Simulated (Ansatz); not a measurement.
# C₂H₂Te: up Jacob's ladder to CCSD(T)

The task here is to estimate one member of a computed series from the others.

Method: functionals in def2-TZVPP, the program's frozen cores in correlated methods; program: Ansatz 0.2.0, Gaussian basis.

The runs, in order: LDA (SPW92), PBE-D4, revPBE-D4, BLYP-D4, r2SCAN-D4, B97M-V, PBE0-D4, B3LYP-D4, r2SCANh-D4, r2SCAN0-D4, HSE06-D4, BHLYP-D4, CAM-B3LYP-D4, LC-ωPBE, ωB97X-V, ωB97M-V, B2PLYP, PBE-QIDH; CCSD(T)/def2-SVP; CCSD(T)/def2-TZVPP; MP2/def2-QZVPP; extrapolation to the limit; RPA on PBE.

1 further run of the same task is left out (for a known fault of the program).

### The relaxed structure

All runs share one geometry, relaxed beforehand with PBE0-D4 in a triple-zeta def2 set. Te takes the def2 core potential; no spin-orbit term is included.

5 atoms, charge 0, spin multiplicity 1.

Atoms are counted from 1 here; the program's logs count them from 0.

Bond lengths: C1–C2 1.271 Å, C1–Te3 2.175 Å, C1–H4 1.077 Å, C2–Te3 2.175 Å, C2–H5 1.077 Å. Angles: C2–C1–Te3 73.0°, C2–C1–H4 148.9°, Te3–C1–H4 138.1°, C1–C2–Te3 73.0°, C1–C2–H5 148.9°, Te3–C2–H5 138.1°, C1–Te3–C2 34.0°.

The first run:

Input file in.yaml:

```yaml
crystal:
  periodic: [false, false, false]
  atoms:
    - {symbol: C, position_ang: [-0.523154, -0.346055, -0.225601]}
    - {symbol: C, position_ang: [0.334843, 0.564687, -0.002734]}
    - {symbol: Te, position_ang: [1.024885, -1.223568, 1.024625]}
    - {symbol: H, position_ang: [-1.444581, -0.650273, -0.691914]}
    - {symbol: H, position_ang: [0.658007, 1.581609, -0.145775]}
basis:
  gaussian: {orbitals: def2-TZVPP}
hamiltonian: {xc: lda}
output: {orbitals: {seedname: orbitals}}
```

Started as:

```console
$ ansatz run in.yaml --threads 2 --pin off --events-out ev --progress --plain --max-ram 4352MiB
```

Among the steps run: LDA; PBE-D4 (GGA); revPBE-D4 (GGA); BLYP-D4 (GGA); r2SCAN-D4 (meta-GGA); B97M-V (meta-GGA); PBE0-D4 (hybrid); B3LYP-D4 (hybrid); r2SCANh-D4 (hybrid); r2SCAN0-D4 (hybrid); HSE06-D4 (hybrid); BHLYP-D4 (hybrid); CAM-B3LYP-D4 (range-separated); LC-ωPBE (range-separated); ωB97X-V (range-separated); ωB97M-V (range-separated); B2PLYP (double hybrid); PBE-QIDH (double hybrid).

One table of the session follows, with a row left open; its other results are not shown here.

It belongs to the step «Orbital energies across the functionals». 

| functional | HOMO (eV) | gap (eV) |
| --- | --- | --- |
| LDA (SPW92) | -4.54 | 2.35 |
| PBE-D4 | -4.39 | 2.33 |
| revPBE-D4 | ? | ? |
| BLYP-D4 | -4.23 | 2.28 |
| r2SCAN-D4 | -4.56 | 2.65 |
| B97M-V | -4.58 | 2.66 |
| PBE0-D4 | -5.39 | 4.15 |
| B3LYP-D4 | -5.19 | 3.73 |
| r2SCANh-D4 | -4.93 | 3.33 |
| r2SCAN0-D4 | -5.50 | 4.35 |
| HSE06-D4 | -5.00 | 3.39 |
| BHLYP-D4 | -6.23 | 5.88 |
| CAM-B3LYP-D4 | -6.61 | 6.41 |
| LC-ωPBE | -7.92 | 8.79 |
| ωB97X-V | -7.58 | 8.37 |
| ωB97M-V | -7.46 | 8.14 |

Q: Estimate the row for revPBE-D4 from the others.

The run gave: HOMO (eV): -4.34; gap (eV): 2.34. In the column «HOMO (eV)» it lies between PBE-D4 (-4.39) and BLYP-D4 (-4.23).
